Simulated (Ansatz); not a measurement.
**Al4GeRu: what a guessed cell relaxes into**

The task: take a trial cell of Al4GeRu to zero force and stress.

Method: DFT PBE, scalar-relativistic, plane waves, PAW, in Ansatz 0.2.0.

**1. The structure to begin with**

The structure is cubic, space group F-43m (No. 216). The conventional cell has a = 7.493 Å, b = 7.493 Å, c = 7.493 Å, α = 90.00°, β = 90.00°, γ = 90.00°. Al (site symmetry 3m) has 6 Al at 2.64 to 2.66 Å as nearest neighbours. Ge (site symmetry -43m) is surrounded by 12 Al at 3.11 Å and 4 Ru at 3.24 Å. Around Ru (site symmetry -43m) lie 12 Al at 3.11 Å and 4 Ge at 3.24 Å.

As a file:

```
CELL_PARAMETERS angstrom
0.00000 3.74664 3.74664
3.74664 0.00000 3.74664
3.74664 3.74664 0.00000
ATOMIC_POSITIONS crystal
Al 0.87606 0.37465 0.37465
Al 0.37465 0.37465 0.37465
Al 0.37465 0.87606 0.37465
Al 0.37465 0.37465 0.87606
Ge 0.00000 0.00000 0.00000
Ru 0.75000 0.75000 0.75000
```

The cell is invented: species swapped into a database cell of CaDyAl4 (F-43m, No. 216), with Ru on the Ca sites and Ge on the Dy sites. The dimensions are guesses.

**2. The guess as it stands, on a coarse mesh**

Contents of input.yaml:

```yaml
crystal:
  lattice:
    - [0.0, 3.74663778, 3.74663778]
    - [3.74663778, 0.0, 3.74663778]
    - [3.74663778, 3.74663778, 0.0]
  atoms:
    - { symbol: Al, position: [0.87605697, 0.37464768, 0.37464768] }
    - { symbol: Al, position: [0.37464768, 0.37464768, 0.37464768] }
    - { symbol: Al, position: [0.37464768, 0.87605697, 0.37464768] }
    - { symbol: Al, position: [0.37464768, 0.37464768, 0.87605697] }
    - { symbol: Ge, position: [0.0, 0.0, 0.0] }
    - { symbol: Ru, position: [0.75, 0.75, 0.75] }
basis:
  ecutwfc: 420
kpoints:
  mp_grid: { grid: [4, 4, 4] }
hamiltonian:
  xc: pbe
scf:
  occupations: { method: gaussian, width: 0.1 }
  lower_state_search: "off"
output:
  forces: true
  stress: true
  eigenvalues: true
```

Run with:

```console
$ ansatz run input.yaml --threads 1 --pin off --max-ram 2560MiB --backend cpu --events-out ev --progress --plain --runs-dir out
```

The session goes on with these runs: rough relaxation on the coarse mesh; spin check on a coarse mesh; relaxation on the finer mesh.

Before running it: what results should come out? Wanted: conventional cell; volume; energy over the elements; gap on the mesh.

The runs gave:

| quantity | value |
| --- | --- |
| symmetry at the end (tolerance 0.05 Å) | space group F-43m (No. 216) |
| conventional cell | a = 7.267 Å, b = 7.267 Å, c = 7.267 Å, α = 90.00°, β = 90.00°, γ = 90.00° |
| volume | 15.99 Å³/atom |
| energy over the elements | +0.18 eV/atom |
| gap on the mesh | none (metal) |

What this shows: The space group F-43m (No. 216) is kept, and the volume per atom shrinks by 8.8 % from the first guess. The formation energy is positive, so the separate elements lie lower. No finished test with a distortion of lower symmetry is shown, so the end may be a saddle point. Other magnetic orders were not searched.
